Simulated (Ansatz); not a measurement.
The system is BiTe.

```
Bi Te
1.0
     2.42271    1.39875    3.31729
    -2.42271    1.39875    3.31729
     0.00000   -2.79750    3.31729
Bi Te
1 1
Cartesian
  0.0000 0.0000 4.9759
  0.0000 0.0000 0.0000
```

The cell comes from a database or a generator and needn't be the stable form of this composition.

| Property | Result |
| --- | --- |
| Program | Ansatz 0.2.0 |
| Task | relaxation of cell and atoms |
| Functional | HSE06 |
| Potentials or basis | Ansatz PAW |
| Cutoff | 420 eV (not typed: the program's choice for these potentials) |
| k mesh | 4 × 4 × 4 |
| Occupations | fermi-dirac, width 0.05 eV |
| Spin | no spin polarisation |

At the start: volume 33.72 Å³/atom.

Q: Where does the relaxation end?

A: It ends after 5 steps and the volume is 32.58 Å³/atom (-3.4 %); space group R-3m (No. 166, to 0.05 Å).

The path:
| step | energy change (eV) | largest force (eV/Å) | volume (Å³) |
| --- | --- | --- | --- |
| 1 | 0.0000 | 0.0000 | 67.45 |
| 2 | -0.0095 | 0.0000 | 64.01 |
| 3 | -0.0134 | 0.0000 | 65.25 |
| 4 | -0.0134 | 0.0000 | 65.16 |
| 5 | -0.0129 | 0.0000 | 65.16 |

Final structure:
```
CELL_PARAMETERS angstrom
2.39601 1.38333 3.27666
-2.39601 1.38333 3.27666
0.00000 -2.76667 3.27666
ATOMIC_POSITIONS crystal
Bi 0.50000 0.50000 0.50000
Te 0.00000 0.00000 0.00000
```

Caveat: the k mesh is coarse (spacing up to 0.41 Å⁻¹), so the values aren't converged, least of all with exact exchange; the plane-wave basis is chosen anew once the cell has moved, so the energies of steps on either side of that aren't comparable; the PAW data sets come from PBE, with cores solved anew for the run's functional, which leaves a small shift of forces and pressure.
